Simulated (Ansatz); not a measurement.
# AlH3: the cost of one run

Method: PBE0-D4/def2-TZVP structures, single points in def2-TZVPP, no counterpoise correction; program: Ansatz 0.2.0, Gaussian basis.

Levels: SPW92, PBE-D4, BLYP-D4, r2SCAN-D4, B97M-V, PBE0-D4, B3LYP-D4, r2SCAN0-D4, BHLYP-D4, CAM-B3LYP-D4, wB97X-V, wB97M-V, B2PLYP, PBE-QIDH, RPA on PBE, Hartree-Fock, MP2, CCSD, CCSD(T).

Cores are frozen in the correlated methods. B3LYP uses VWN-RPA correlation. B2PLYP carries no dispersion term here.

94 further runs of the same task are left out: 94 set aside as unsound or not needed.

## 1. The system as given

The complex: 9 atoms, charge 0, spin multiplicity 1.

Atoms are counted from 1 here; the program's logs count them from 0.

Bond lengths: Al1–H2 1.575 Å, Al1–H3 1.575 Å, Al1–H4 1.749 Å, Al1–F6 1.790 Å, H4–Ti5 1.838 Å, Ti5–F6 2.015 Å, Ti5–F7 1.745 Å, Ti5–F8 1.735 Å, Ti5–F9 1.735 Å. Angles: H2–Al1–H3 128.5°, H2–Al1–H4 107.6°, H2–Al1–F6 111.0°, H3–Al1–H4 107.6°, H3–Al1–F6 111.0°, H4–Al1–F6 80.3°, Al1–H4–Ti5 107.9°, H4–Ti5–F6 72.5°, H4–Ti5–F7 81.1°, H4–Ti5–F8 121.2°, H4–Ti5–F9 121.3°, F6–Ti5–F7 153.6°, F6–Ti5–F8 91.7°, F6–Ti5–F9 91.7°, F7–Ti5–F8 102.2°, F7–Ti5–F9 102.1°, F8–Ti5–F9 115.3°, Al1–F6–Ti5 99.2°.

As a file:

```xyz
9

Al   -0.69173   -0.99694   -1.13145
H     0.31121   -1.65288   -2.15327
H    -2.26583   -0.97831   -1.17607
H    -0.15190    0.64036   -0.83788
Ti    0.51930    0.71725    0.87119
F    -0.10028   -1.17247    0.54889
F     0.78171    2.37759    0.40399
F    -0.53158    0.88418    2.24137
F     2.12911    0.18110    1.23323
```

Its parts: AlH3 holds atoms 1, 2, 3, 4; TiF4 holds atoms 5, 6, 7, 8, 9. Each part counts its atoms afresh in its own runs.

## 2. Relaxing AlH3 alone

Contents of relax-a/in.yaml:

```yaml
crystal:
  periodic: [false, false, false]
  atoms:
    - {symbol: Al, position_ang: [-0.691728, -0.996937, -1.131450]}
    - {symbol: H, position_ang: [0.311214, -1.652881, -2.153270]}
    - {symbol: H, position_ang: [-2.265830, -0.978308, -1.176069]}
    - {symbol: H, position_ang: [-0.151904, 0.640363, -0.837878]}
basis:
  gaussian: {orbitals: def2-TZVP}
hamiltonian: {xc: pbe0, dispersion: d4}
relax: {f_tol: 0.005, max_steps: 200}
```

Run with:

```bash
$ ansatz run in.yaml --threads 8 --pin off --events-out ev --progress --plain --max-ram 19148MiB
```

Q: Estimate wall time and peak memory on 8 threads of Intel Xeon at 2.50GHz, shared host.

About 2.1 s, with a peak of 0.58 GiB.
